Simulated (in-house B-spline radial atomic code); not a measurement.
# Tc⁹⁺: ionisation energy by several methods

Aim: the ionisation energy of Tc⁹⁺ by several methods, each as the difference of two self-consistent energies (Tc⁹⁺ and the next ion, [Ar] 3d10 4s2 4p3).

Method: scalar-relativistic (X2C), several functionals, spin-polarised; spherical all-electron atom at the radial basis limit. Code: in-house B-spline radial atomic code version 1.

## 1. Starting point

```
element       : technetium (Z = 43)
charge        : +9
electrons     : 34
configuration : [Ar] 3d10 4s2 4p4
nucleus       : Fermi, rms radius 4.411 fm
```

The outer shells:

[Ar] 3d10 4s2 4p4
```
[Ar] core
3d [↑↓][↑↓][↑↓][↑↓][↑↓]
4s [↑↓]
4p [↑↓][↑ ][↑ ]
```

Where spins are not typed, each open shell is filled with up spins first.

## 2. PBEsol, a GGA

Input settings:

```ini
Z = 43
electrons = 34.0
configuration = [Ar] 3d10 4s2 4p4
hamiltonian = x2c
method = pbesol
spin_polarised = True
nucleus = fermi
rms_radius = 4.411169945885085
mass_number = 97
atomic_mass = 96.90636072
speed_of_light = 137.035999084
```

## 3. PBE, a GGA

Changes to the settings of step 2:

```diff
@@ -4,3 +4,3 @@
 hamiltonian = x2c
-method = pbesol
+method = pbe,pbe
 spin_polarised = True
```

## 4. SCAN, a meta-GGA

Changes to the settings of step 3:

```diff
@@ -4,3 +4,3 @@
 hamiltonian = x2c
-method = pbe,pbe
+method = scan,scan
 spin_polarised = True
```

## 5. AM05, a GGA

Changes to the settings of step 4:

```diff
@@ -4,3 +4,3 @@
 hamiltonian = x2c
-method = scan,scan
+method = am05
 spin_polarised = True
```

## 6. RPBE, a GGA

Changes to the settings of step 5:

```diff
@@ -4,3 +4,3 @@
 hamiltonian = x2c
-method = am05
+method = rpbe,pbe
 spin_polarised = True
```

## 7. exchange-only LDA

Changes to the settings of step 6:

```diff
@@ -4,3 +4,3 @@
 hamiltonian = x2c
-method = rpbe,pbe
+method = lda,
 spin_polarised = True
```

The tabulated ionisation energy is 189.9 ± 2.2 eV (tabulated theoretical; NIST Atomic Spectra Database). What does each method give, and which comes nearest?

**Answer**, as computed:

| method | rung | total energy (hartree) | ΔSCF (eV) | −ε highest (eV) | ΔSCF less tabulated (eV) |
| --- | --- | --- | --- | --- | --- |
| exchange-only LDA | LDA | -4253.4500 | 189.40 | 179.57 (4p down) | -0.50 |
| PBEsol | GGA | -4259.1672 | 191.18 | 181.35 (4p down) | +1.28 |
| PBE | GGA | -4261.4739 | 191.16 | 181.31 (4p down) | +1.26 |
| AM05 | GGA | -4257.2146 | 191.21 | 181.40 (4p down) | +1.31 |
| RPBE | GGA | -4261.7934 | 190.90 | 181.16 (4p down) | +1.00 |
| SCAN | meta-GGA | -4262.1835 | 190.85 | 181.40 (4p down) | +0.95 |

**Reading.** The tabulated ionisation energy is 189.9 ± 2.2 eV (tabulated theoretical; NIST Atomic Spectra Database). exchange-only LDA comes nearest (-0.50 eV) and AM05 is farthest (+1.31 eV, 0.69 %). The table's own uncertainty is as large as these misses, so the order means little. Relativistic terms that these runs lack can be as large as the gaps between close methods, so the nearest may be so by luck. PBE is off by +1.26 eV. Spin-orbit coupling is left out. Open shells are averaged (over orientations, and over spins where the run is restricted), while tables refer to the lowest levels. For the semilocal functionals minus the highest level recovers only 95 % of their own ΔSCF value, a mark of self-interaction.

Members of this set that are not shown: 12 used exact exchange with fractional occupations of an open shell, which is unsound here.
